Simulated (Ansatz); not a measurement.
# Ta2O5: a one-atom displacement scan

This session takes Ta2O5 and sets out to map the energy as atom 1 (Ta) is pushed off its site.

Program: Ansatz 0.2.0. Level of theory: DFT PBEsol, scalar-relativistic, plane waves, PAW. These are calculated values, not measurements.

1 further run of the same task is left out (set aside as unsound or not needed). Runs told in other sessions of the task aren't counted.

### 1 The system as given

It takes space group I4/mmm (No. 139, tetragonal). The conventional cell has a = 5.241 Å, b = 5.241 Å, c = 9.583 Å, α = 90.00°, β = 90.00°, γ = 90.00°. Ta (site symmetry 4mm) has 5 O at 1.88 to 1.92 Å in its first shell of neighbours. Around O (site symmetry 4/mmm) lie 2 Ta at 1.88 Å. O (site symmetry 2/m) is surrounded by 2 Ta at 1.92 Å.

As a file:

```
CELL_PARAMETERS angstrom
-2.62037 2.62037 4.79144
2.62037 -2.62037 4.79144
2.62037 2.62037 -4.79144
ATOMIC_POSITIONS crystal
Ta 0.19664 0.19664 0.00000
Ta 0.80336 0.80336 0.00000
O 0.00000 0.00000 0.00000
O 0.50000 0.00000 0.00000
O 0.00000 0.50000 0.00000
O 0.00000 0.00000 0.50000
O 0.50000 0.50000 0.50000
```

It goes back to an entry of the Materials Project, which need not be the stable form.

It is the result of an earlier relaxation at this level (volume 18.80 Å³/atom; gap on the mesh: 1.64 eV).

### 2 The reference cell

The reference gives a free energy of -22423.5348 eV, pressure 0.00 GPa, largest force 0.003 eV/Å and gap on the mesh 1.64 eV. It was computed beforehand with the settings of the runs below.

### 3 Next: a one-atom displacement scan

Atom 1 (Ta) is moved by x along the Cartesian unit vector (0.000, 0.000, -1.000); the cell and all other atoms stay fixed. Forces below are components along that vector, summed over the moved atoms. In a periodic cell its images move with it.

### 4 At x = -0.300 Å

Contents of input.yaml:

```yaml
crystal:
  lattice:
    - [-2.6203667672, 2.6203667672, 4.7914434112]
    - [2.6203667672, -2.6203667672, 4.7914434112]
    - [2.6203667672, 2.6203667672, -4.7914434112]
  atoms:
    - { symbol: Ta, position: [0.227943981, 0.227943981, 0.0] }
    - { symbol: Ta, position: [0.8033618254, 0.8033618254, 0.0] }
    - { symbol: O, position: [0.0, 0.0, 0.0] }
    - { symbol: O, position: [0.5, 0.0, 0.0] }
    - { symbol: O, position: [0.0, 0.5, 0.0] }
    - { symbol: O, position: [0.0, 0.0, 0.5] }
    - { symbol: O, position: [0.5, 0.5, 0.5] }
basis:
  ecutwfc: 420
kpoints:
  mp_grid: { grid: [8, 8, 8] }
hamiltonian:
  xc: pbesol
scf:
  occupations: { method: gaussian, width: 0.05 }
output:
  forces: true
  stress: true
  eigenvalues: true
```

Command:

```sh
$ ansatz run input.yaml --threads 2 --pin off --max-ram 5120MiB --backend cpu --events-out ev --progress --plain --runs-dir out
```

The program printed (excerpt; [...] marks lines left out):

```text
Warning: RAYON_NUM_THREADS=2 ignored (pool sized by the plan → 2); use --threads N
[...]
Pseudopotentials: kind: paw
Pseudopotential: Ta, paw, valence charge 13, recommended cutoff 420 eV (normal), Ta.paw.azcp
Pseudopotential: O, paw, valence charge 6, recommended cutoff 420 eV (normal), O.paw.azcp
Functional definition: PBEsol
[...]
Crystal: 7 atoms, lattice volume = 131.598 Å³
Basis set: ecut = 420 eV, 2553 PW (Γ), exchange–correlation on 90×90×90 points (8 copies of the dense FFT grid, shifted against one another)
Bands: 35, of which v1, the nominal top of the filled ones, is band 28 counted from 1 (27 counted from 0)
Symmetry: 8 space group operations
Space group: I4mm (ITA 107), of the structure as read, at distance tolerance 5.1e-5 Å
k-points: 59 of 512 (time reversal used)
[...]
SCF iter   1: F=—  HF=-22422.442414 eV  |F-HF|=—  |Δ(HF+E_count)|=         —  Δρ=1.41e-2  dr2=2.28e-1  ethr=1.77e-3  ⟨swp⟩=5.9  Hψ=8665  notcnv=0
[...]
SCF iter   9: F=-22422.402541 eV  HF=-22422.402541 eV  |F-HF|=4.34e-8  |Δ(HF+E_count)|=   2.91e-7  Δρ=3.61e-6  dr2=2.67e-8  ethr=1.79e-10  ⟨swp⟩=10.4  Hψ=8847  notcnv=0
[...]
SCF converged after 9 iterations
Free energy (F): -22422.402541 eV
[...]
E sigma→0 (E₀):  -22422.402541 eV
Fermi energy:    5.061086 eV
[...]
--- Forces (eV/Å), atoms counted from 1 ---
  atom   1  Ta     0.00000000    -0.00000000    -5.77595763
  atom   2  Ta    -0.00000000     0.00000000     3.12681814
  atom   3  O      0.00000000    -0.00000000     0.93159130
  atom   4  O     -0.77382332     0.77382332     0.42947522
  atom   5  O      0.77382332    -0.77382332     0.42947522
  atom   6  O     -0.77382332    -0.77382332     0.42947522
  atom   7  O      0.77382332     0.77382332     0.42947522
[...]
--- Stress (GPa, compression-positive) ---
        9.792499       0.000000      -0.000000
        0.000000       9.792499       0.000000
       -0.000000       0.000000     -11.110778
  P = ⅓ Tr σ = 2.8247 GPa (28.247 kbar)
--- Band table (eV; the first three rows and the last of 59) ---
[...]
```

It took 3.8 s on 2 threads of AMD EPYC 9R45 (Zen 5), shared host; peak memory 0.56 GiB.

### 5 At x = 0.225 Å

input.yaml, as its differences from that of step 4:

```diff
@@ -6,3 +6,3 @@
   atoms:
-    - { symbol: Ta, position: [0.227943981, 0.227943981, 0.0] }
+    - { symbol: Ta, position: [0.1731588198, 0.1731588198, 0.0] }
     - { symbol: Ta, position: [0.8033618254, 0.8033618254, 0.0] }
```

Command:

```sh
$ ansatz run input.yaml --threads 2 --pin off --max-ram 5120MiB --backend cpu --events-out ev --progress --plain --runs-dir out
```

The program printed (excerpt; [...] marks lines left out):

```text
[...]
SCF converged after 9 iterations
Free energy (F): -22422.157918 eV
[...]
E sigma→0 (E₀):  -22422.157918 eV
Fermi energy:    5.259565 eV
[...]
--- Forces (eV/Å), atoms counted from 1 ---
  atom   1  Ta     0.00000000     0.00000000    14.24358771
  atom   2  Ta    -0.00000000    -0.00000000    -3.30990546
  atom   3  O      0.00000000     0.00000000    -8.07131059
  atom   4  O      0.36937099    -0.36937099    -0.71564604
  atom   5  O     -0.36937099     0.36937099    -0.71564604
  atom   6  O      0.36937099     0.36937099    -0.71564604
  atom   7  O     -0.36937099    -0.36937099    -0.71564604
[...]
--- Stress (GPa, compression-positive) ---
       -6.047020       0.000000      -0.000000
        0.000000      -6.047020      -0.000000
       -0.000000      -0.000000      21.003674
  P = ⅓ Tr σ = 2.9699 GPa (29.699 kbar)
--- Band table (eV; the first three rows and the last of 59) ---
[...]
```

It took 4.1 s on 2 threads of AMD EPYC 9R45 (Zen 5), shared host; peak memory 0.56 GiB.

### 6 Point x = -0.150 Å

input.yaml, as its differences from that of step 5:

```diff
@@ -6,3 +6,3 @@
   atoms:
-    - { symbol: Ta, position: [0.1731588198, 0.1731588198, 0.0] }
+    - { symbol: Ta, position: [0.2122910778, 0.2122910778, 0.0] }
     - { symbol: Ta, position: [0.8033618254, 0.8033618254, 0.0] }
```

Command:

```sh
$ ansatz run input.yaml --threads 2 --pin off --max-ram 5120MiB --backend cpu --events-out ev --progress --plain --runs-dir out
```

The program printed (excerpt; [...] marks lines left out):

```text
Warning: RAYON_NUM_THREADS=2 ignored (pool sized by the plan → 2); use --threads N
[...]
[... 4 set-up lines as earlier in the session ...]
[...]
Crystal: 7 atoms, lattice volume = 131.598 Å³
Basis set: ecut = 420 eV, 2553 PW (Γ), exchange–correlation on 90×90×90 points (8 copies of the dense FFT grid, shifted against one another)
Bands: 35, of which v1, the nominal top of the filled ones, is band 28 counted from 1 (27 counted from 0)
[... 2 set-up lines as earlier in the session ...]
k-points: 59 of 512 (time reversal used)
[...]
SCF iter   1: F=—  HF=-22423.221350 eV  |F-HF|=—  |Δ(HF+E_count)|=         —  Δρ=1.46e-2  dr2=2.31e-1  ethr=1.77e-3  ⟨swp⟩=5.9  Hψ=8602  notcnv=0
[...]
SCF iter   9: F=-22423.179535 eV  HF=-22423.179535 eV  |F-HF|=3.94e-9  |Δ(HF+E_count)|=   1.70e-7  Δρ=5.71e-6  dr2=5.71e-8  ethr=1.79e-10  ⟨swp⟩=9.6  Hψ=8261  notcnv=0
[...]
SCF converged after 9 iterations
Free energy (F): -22423.179535 eV
[...]
E sigma→0 (E₀):  -22423.179535 eV
Fermi energy:    5.083070 eV
[...]
--- Forces (eV/Å), atoms counted from 1 ---
  atom   1  Ta     0.00000000    -0.00000000    -4.21553176
  atom   2  Ta    -0.00000000     0.00000000     1.84035076
  atom   3  O      0.00000000    -0.00000000     1.10833776
  atom   4  O     -0.39923408     0.39923408     0.31675697
  atom   5  O      0.39923408    -0.39923408     0.31675697
  atom   6  O     -0.39923408    -0.39923408     0.31675697
  atom   7  O      0.39923408     0.39923408     0.31675697
[...]
--- Stress (GPa, compression-positive) ---
        5.173592      -0.000000      -0.000000
       -0.000000       5.173592       0.000000
       -0.000000       0.000000      -6.979883
  P = ⅓ Tr σ = 1.1224 GPa (11.224 kbar)
--- Band table (eV; the first three rows and the last of 59) ---
[...]
```

It took 4 s on 2 threads of AMD EPYC 9R45 (Zen 5), shared host; peak memory 0.57 GiB.

### 7 At x = 0.075 Å

input.yaml, as its differences from that of step 6:

```diff
@@ -6,3 +6,3 @@
   atoms:
-    - { symbol: Ta, position: [0.2122910778, 0.2122910778, 0.0] }
+    - { symbol: Ta, position: [0.188811723, 0.188811723, 0.0] }
     - { symbol: Ta, position: [0.8033618254, 0.8033618254, 0.0] }
```

Command:

```sh
$ ansatz run input.yaml --threads 2 --pin off --max-ram 5120MiB --backend cpu --events-out ev --progress --plain --runs-dir out
```

The program printed (excerpt; [...] marks lines left out):

```text
[...]
SCF converged after 9 iterations
Free energy (F): -22423.411463 eV
[...]
E sigma→0 (E₀):  -22423.411463 eV
Fermi energy:    5.170356 eV
[...]
--- Forces (eV/Å), atoms counted from 1 ---
  atom   1  Ta     0.00000000     0.00000000     3.46224656
  atom   2  Ta    -0.00000000     0.00000000    -1.06498371
  atom   3  O      0.00000000     0.00000000    -1.51843959
  atom   4  O      0.16445379    -0.16445379    -0.21973545
  atom   5  O     -0.16445379     0.16445379    -0.21973545
  atom   6  O      0.16445379     0.16445379    -0.21973545
  atom   7  O     -0.16445379    -0.16445379    -0.21973545
[...]
--- Stress (GPa, compression-positive) ---
       -2.361942       0.000000      -0.000000
        0.000000      -2.361942      -0.000000
       -0.000000      -0.000000       5.186083
  P = ⅓ Tr σ = 0.1541 GPa (1.541 kbar)
--- Band table (eV; the first three rows and the last of 59) ---
[...]
```

It took 3.9 s on 2 threads of AMD EPYC 9R45 (Zen 5), shared host; peak memory 0.56 GiB.

### 8 At x = 0.300 Å

input.yaml, as its differences from that of step 7:

```diff
@@ -6,3 +6,3 @@
   atoms:
-    - { symbol: Ta, position: [0.188811723, 0.188811723, 0.0] }
+    - { symbol: Ta, position: [0.1653323682, 0.1653323682, 0.0] }
     - { symbol: Ta, position: [0.8033618254, 0.8033618254, 0.0] }
```

Command:

```sh
$ ansatz run input.yaml --threads 2 --pin off --max-ram 5120MiB --backend cpu --events-out ev --progress --plain --runs-dir out
```

The program printed (excerpt; [...] marks lines left out):

```text
[...]
SCF converged after 9 iterations
Free energy (F): -22420.802074 eV
[...]
E sigma→0 (E₀):  -22420.802074 eV
Fermi energy:    5.306370 eV
[...]
--- Forces (eV/Å), atoms counted from 1 ---
  atom   1  Ta     0.00000000    -0.00000000    22.27099294
  atom   2  Ta    -0.00000000    -0.00000000    -4.44501493
  atom   3  O      0.00000000     0.00000000   -13.98622332
  atom   4  O      0.39973617    -0.39973617    -0.96000249
  atom   5  O     -0.39973617     0.39973617    -0.96000249
  atom   6  O      0.39973617     0.39973617    -0.96000249
  atom   7  O     -0.39973617    -0.39973617    -0.96000249
[...]
--- Stress (GPa, compression-positive) ---
       -7.262631      -0.000000      -0.000000
       -0.000000      -7.262631       0.000000
       -0.000000       0.000000      32.699536
  P = ⅓ Tr σ = 6.0581 GPa (60.581 kbar)
--- Band table (eV; the first three rows and the last of 59) ---
[...]
```

Run time: 3.9 s. Hardware: 2 threads of AMD EPYC 9R45 (Zen 5), shared host; peak memory 0.57 GiB.

### 9 x = -0.225 Å

input.yaml, as its differences from that of step 8:

```diff
@@ -6,3 +6,3 @@
   atoms:
-    - { symbol: Ta, position: [0.1653323682, 0.1653323682, 0.0] }
+    - { symbol: Ta, position: [0.2201175294, 0.2201175294, 0.0] }
     - { symbol: Ta, position: [0.8033618254, 0.8033618254, 0.0] }
```

Command:

```sh
$ ansatz run input.yaml --threads 2 --pin off --max-ram 5120MiB --backend cpu --events-out ev --progress --plain --runs-dir out
```

The program printed (excerpt; [...] marks lines left out):

```text
Warning: RAYON_NUM_THREADS=2 ignored (pool sized by the plan → 2); use --threads N
[...]
[... 4 set-up lines as earlier in the session ...]
[...]
Crystal: 7 atoms, lattice volume = 131.598 Å³
Basis set: ecut = 420 eV, 2553 PW (Γ), exchange–correlation on 90×90×90 points (8 copies of the dense FFT grid, shifted against one another)
Bands: 35, of which v1, the nominal top of the filled ones, is band 28 counted from 1 (27 counted from 0)
[... 2 set-up lines as earlier in the session ...]
k-points: 59 of 512 (time reversal used)
[...]
SCF iter   1: F=—  HF=-22422.860731 eV  |F-HF|=—  |Δ(HF+E_count)|=         —  Δρ=1.44e-2  dr2=2.29e-1  ethr=1.77e-3  ⟨swp⟩=5.8  Hψ=8634  notcnv=0
[...]
SCF iter   9: F=-22422.819971 eV  HF=-22422.819971 eV  |F-HF|=2.48e-8  |Δ(HF+E_count)|=   1.19e-7  Δρ=4.91e-6  dr2=4.84e-8  ethr=1.79e-10  ⟨swp⟩=9.8  Hψ=8483  notcnv=0
[...]
SCF converged after 9 iterations
Free energy (F): -22422.819971 eV
[...]
E sigma→0 (E₀):  -22422.819971 eV
Fermi energy:    5.068891 eV
[...]
--- Forces (eV/Å), atoms counted from 1 ---
  atom   1  Ta     0.00000000     0.00000000    -5.27187486
  atom   2  Ta    -0.00000000    -0.00000000     2.56198755
  atom   3  O      0.00000000    -0.00000000     1.11390522
  atom   4  O     -0.60022475     0.60022475     0.39906975
  atom   5  O      0.60022475    -0.60022475     0.39906975
  atom   6  O     -0.60022475    -0.60022475     0.39906975
  atom   7  O      0.60022475     0.60022475     0.39906975
[...]
--- Stress (GPa, compression-positive) ---
        7.649299       0.000000      -0.000000
        0.000000       7.649299      -0.000000
       -0.000000      -0.000000      -9.323595
  P = ⅓ Tr σ = 1.9917 GPa (19.917 kbar)
--- Band table (eV; the first three rows and the last of 59) ---
[...]
```

Wall time 3.9 s (2 threads of AMD EPYC 9R45 (Zen 5), shared host); peak memory 0.57 GiB.

### 10 At x = 0.150 Å

input.yaml, as its differences from that of step 9:

```diff
@@ -6,3 +6,3 @@
   atoms:
-    - { symbol: Ta, position: [0.2201175294, 0.2201175294, 0.0] }
+    - { symbol: Ta, position: [0.1809852714, 0.1809852714, 0.0] }
     - { symbol: Ta, position: [0.8033618254, 0.8033618254, 0.0] }
```

Command:

```sh
$ ansatz run input.yaml --threads 2 --pin off --max-ram 5120MiB --backend cpu --events-out ev --progress --plain --runs-dir out
```

The program printed (excerpt; [...] marks lines left out):

```text
Warning: RAYON_NUM_THREADS=2 ignored (pool sized by the plan → 2); use --threads N
[...]
[... 4 set-up lines as earlier in the session ...]
[...]
Crystal: 7 atoms, lattice volume = 131.598 Å³
Basis set: ecut = 420 eV, 2553 PW (Γ), exchange–correlation on 90×90×90 points (8 copies of the dense FFT grid, shifted against one another)
Bands: 35, of which v1, the nominal top of the filled ones, is band 28 counted from 1 (27 counted from 0)
[... 2 set-up lines as earlier in the session ...]
k-points: 59 of 512 (time reversal used)
[...]
SCF iter   1: F=—  HF=-22423.026018 eV  |F-HF|=—  |Δ(HF+E_count)|=         —  Δρ=1.43e-2  dr2=2.28e-1  ethr=1.77e-3  ⟨swp⟩=6.0  Hψ=8537  notcnv=0
[...]
SCF iter   8: F=-22422.985786 eV  HF=-22422.985786 eV  |F-HF|=4.16e-8  |Δ(HF+E_count)|=   1.60e-6  Δρ=4.88e-6  dr2=4.94e-8  ethr=1.79e-10  ⟨swp⟩=8.6  Hψ=10138  notcnv=0
[...]
SCF converged after 8 iterations
Free energy (F): -22422.985786 eV
[...]
E sigma→0 (E₀):  -22422.985786 eV
Fermi energy:    5.213065 eV
[...]
--- Forces (eV/Å), atoms counted from 1 ---
  atom   1  Ta     0.00000000    -0.00000000     8.10956261
  atom   2  Ta    -0.00000000     0.00000000    -2.17626868
  atom   3  O      0.00000000     0.00000000    -4.07951139
  atom   4  O      0.28980940    -0.28980940    -0.46351624
  atom   5  O     -0.28980940     0.28980940    -0.46351624
  atom   6  O      0.28980940     0.28980940    -0.46351624
  atom   7  O     -0.28980940    -0.28980940    -0.46351624
[...]
--- Stress (GPa, compression-positive) ---
       -4.401788       0.000000      -0.000000
        0.000000      -4.401788       0.000000
       -0.000000       0.000000      12.024431
  P = ⅓ Tr σ = 1.0736 GPa (10.736 kbar)
--- Band table (eV; the first three rows and the last of 59) ---
[...]
```

Wall time 3.9 s (2 threads of AMD EPYC 9R45 (Zen 5), shared host); peak memory 0.57 GiB.

### 11 Point x = -0.075 Å

input.yaml, as its differences from that of step 10:

```diff
@@ -6,3 +6,3 @@
   atoms:
-    - { symbol: Ta, position: [0.1809852714, 0.1809852714, 0.0] }
+    - { symbol: Ta, position: [0.2044646262, 0.2044646262, 0.0] }
     - { symbol: Ta, position: [0.8033618254, 0.8033618254, 0.0] }
```

Command:

```sh
$ ansatz run input.yaml --threads 2 --pin off --max-ram 5120MiB --backend cpu --events-out ev --progress --plain --runs-dir out
```

The program printed (excerpt; [...] marks lines left out):

```text
[...]
SCF converged after 9 iterations
Free energy (F): -22423.435825 eV
[...]
E sigma→0 (E₀):  -22423.435825 eV
Fermi energy:    5.104530 eV
[...]
--- Forces (eV/Å), atoms counted from 1 ---
  atom   1  Ta     0.00000000     0.00000000    -2.49914650
  atom   2  Ta    -0.00000000     0.00000000     0.97617607
  atom   3  O      0.00000000    -0.00000000     0.79467169
  atom   4  O     -0.19285718     0.19285718     0.18209760
  atom   5  O      0.19285718    -0.19285718     0.18209760
  atom   6  O     -0.19285718    -0.19285718     0.18209760
  atom   7  O      0.19285718     0.19285718     0.18209760
[...]
--- Stress (GPa, compression-positive) ---
        2.561604       0.000000      -0.000000
        0.000000       2.561604       0.000000
       -0.000000       0.000000      -3.942062
  P = ⅓ Tr σ = 0.3937 GPa (3.937 kbar)
--- Band table (eV; the first three rows and the last of 59) ---
[...]
```

Wall time 3.9 s (2 threads of AMD EPYC 9R45 (Zen 5), shared host); peak memory 0.54 GiB.

### 12 Point x = 0.263 Å

input.yaml, as its differences from that of step 11:

```diff
@@ -6,3 +6,3 @@
   atoms:
-    - { symbol: Ta, position: [0.2044646262, 0.2044646262, 0.0] }
+    - { symbol: Ta, position: [0.169245594, 0.169245594, 0.0] }
     - { symbol: Ta, position: [0.8033618254, 0.8033618254, 0.0] }
```

Command:

```sh
$ ansatz run input.yaml --threads 2 --pin off --max-ram 5120MiB --backend cpu --events-out ev --progress --plain --runs-dir out
```

The program printed (excerpt; [...] marks lines left out):

```text
[...]
SCF converged after 9 iterations
Free energy (F): -22421.555133 eV
[...]
E sigma→0 (E₀):  -22421.555133 eV
Fermi energy:    5.283179 eV
[...]
--- Forces (eV/Å), atoms counted from 1 ---
  atom   1  Ta     0.00000000    -0.00000000    17.98812585
  atom   2  Ta    -0.00000000    -0.00000000    -3.87833274
  atom   3  O      0.00000000    -0.00000000   -10.75085776
  atom   4  O      0.39079601    -0.39079601    -0.83978658
  atom   5  O     -0.39079601     0.39079601    -0.83978658
  atom   6  O      0.39079601     0.39079601    -0.83978658
  atom   7  O     -0.39079601    -0.39079601    -0.83978658
[...]
--- Stress (GPa, compression-positive) ---
       -6.709270      -0.000000      -0.000000
       -0.000000      -6.709270      -0.000000
       -0.000000      -0.000000      26.468610
  P = ⅓ Tr σ = 4.3500 GPa (43.500 kbar)
--- Band table (eV; the first three rows and the last of 59) ---
[...]
```

Run time: 3.9 s. Hardware: 2 threads of AMD EPYC 9R45 (Zen 5), shared host; peak memory 0.57 GiB.

### 13 Results of the scan

All points in order; energies are free energies above the reference cell:

| x (Å) | ΔE (meV/cell) | force on the moved atoms (eV/Å) | pressure (GPa) | gap on the mesh (eV) |
| --- | --- | --- | --- | --- |
| -0.300 | 1132.3 | 5.776 | 2.8 | 2.01 |
| -0.225 | 714.8 | 5.272 | 2.0 | 1.94 |
| -0.150 | 355.3 | 4.215 | 1.1 | 1.85 |
| -0.075 | 99.0 | 2.499 | 0.4 | 1.75 |
| 0.000 | 0.0 | -0.003 | 0.0 | 1.64 |
| 0.075 | 123.3 | -3.462 | 0.2 | 1.52 |
| 0.150 | 549.0 | -8.110 | 1.1 | 1.38 |
| 0.225 | 1376.9 | -14.244 | 3.0 | 1.23 |
| 0.263 | 1979.7 | -17.988 | 4.4 | 1.15 |
| 0.300 | 2732.7 | -22.271 | 6.1 | 1.06 |

### 14 Outcome

| quantity | value |
| --- | --- |
| force constant along x, over ±0.075 Å | 39.74 eV/Å² |

**Reading.** Near the site the force constant is 39.74 eV/Å²; for the mass of Ta against a rigid frame that is a vibration of about 244 cm⁻¹. No sampled point lies below the undisturbed cell. The well is lopsided: x = 0.300 Å costs 2733 meV against 1132 meV on the other side, and the dearer side brings atoms closer together. The gap on the mesh stays between 1.06 and 2.01 eV. Spin-orbit coupling is left out, which matters for the bands of Ta. Where forces pass 15 eV/Å atoms stand far too close, the PAW spheres overlap strongly and those numbers are rough.
